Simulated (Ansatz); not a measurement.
**V (hcp type): how the settings move a single-point run**

Question: which choices in the input matter for V (hcp type)?

Program: Ansatz 0.2.0. Level of theory: reference: DFT, PBEsol, all-electron LAPW, scalar-relativistic. These are calculated values, not measurements.

1 further run of the same task is left out (set aside as unsound or not needed). Runs told in other sessions of the task aren't counted.

### Step 1. Starting point

Symmetry: P6_3/mmc, No. 194, hexagonal system. The conventional cell has a = 2.218 Å, b = 2.218 Å, c = 4.063 Å, α = 90.00°, β = 90.00°, γ = 120.00°. V (site symmetry -6m2) is surrounded by 12 V at 2.22 to 2.40 Å.

Coordinates:

```xyz
2
Lattice="2.2180 0.0000 0.0000 -1.1090 1.9209 0.0000 0.0000 0.0000 4.0626" Properties=species:S:1:pos:R:3 pbc="T T T"
V     0.0000    1.2806    1.0156
V     1.1090    0.6403    3.0469
```

### Step 2. Reference

File input.yaml:

```yaml
crystal:
  lattice:
    - [2.2180210885, 0.0, 0.0]
    - [-1.1090105442, 1.9208626087, 0.0]
    - [0.0, 0.0, 4.0625848942]
  atoms:
    - { symbol: V, position: [0.3333333333, 0.6666666667, 0.25] }
    - { symbol: V, position: [0.6666666667, 0.3333333333, 0.75] }
kpoints:
  mp_grid: { grid: [16, 16, 9] }
scf:
  occupations: { method: fermi_dirac, width: 0.05 }
hamiltonian:
  xc: pbesol
  pseudopotentials: { kind: all_electron, lapw: { basis_error: 0.001 } }
output:
  forces: true
  stress: true
  eigenvalues: true
  populations: true
```

Launch:

```console
$ ansatz run input.yaml --threads 1 --pin off --max-ram 2048MiB --backend cpu --events-out ev --progress --plain --runs-dir out
```

### Step 3. Changing settings: mp_grid.grid [24, 24, 14], occupations.method cold, occupations.width 0.005

Changes to input.yaml since step 2:

```diff
@@ -9,5 +9,5 @@
 kpoints:
-  mp_grid: { grid: [16, 16, 9] }
+  mp_grid: { grid: [24, 24, 14] }
 scf:
-  occupations: { method: fermi_dirac, width: 0.05 }
+  occupations: { method: cold, width: 0.005 }
 hamiltonian:
```

Q: Predict the outcome of this session. Wanted: for each run, ending; energy change; pressure; gap; force.

**Answer**, as computed:

| run | ending | energy change | pressure (GPa) | gap (eV) | force (eV/Å) | cycles | time |
| --- | --- | --- | --- | --- | --- | --- | --- |
| reference | converged | 0 | 173.2 | 0.00 | 0.00 | 7 | 26 s |
| 1: mp_grid.grid [24, 24, 14], occupations.method cold, occupations.width 0.005 | converged | +1.1 meV/atom (σ→0) | 173.6 | 0.00 | 0.00 | 6 | 77 s |

Residual by cycle in the longest SCF loop of each run; runs are numbered as in the table. The quantity is the density residual dr2, in eV.

```csv
cycle,reference,run 1
1,0.124,0.125
2,0.0357,0.0147
3,0.00558,0.0025
4,0.00127,3.4e-4
5,5.7e-5,5.5e-6
6,6.6e-7,6.4e-8
7,1.8e-9,-
```

What this shows: Changing the k-point mesh and smearing moves the energy by +1.1 meV/atom (σ→0 values), and the pressure goes from 173.2 to 173.6 GPa. More than one kind of setting changed, and this run alone doesn't tell their shares apart. Cost: 6 SCF cycles against 7, 77 s against 26 s. The structure is not at rest: the sound run finds 173 GPa, so these are no properties of the relaxed crystal. 
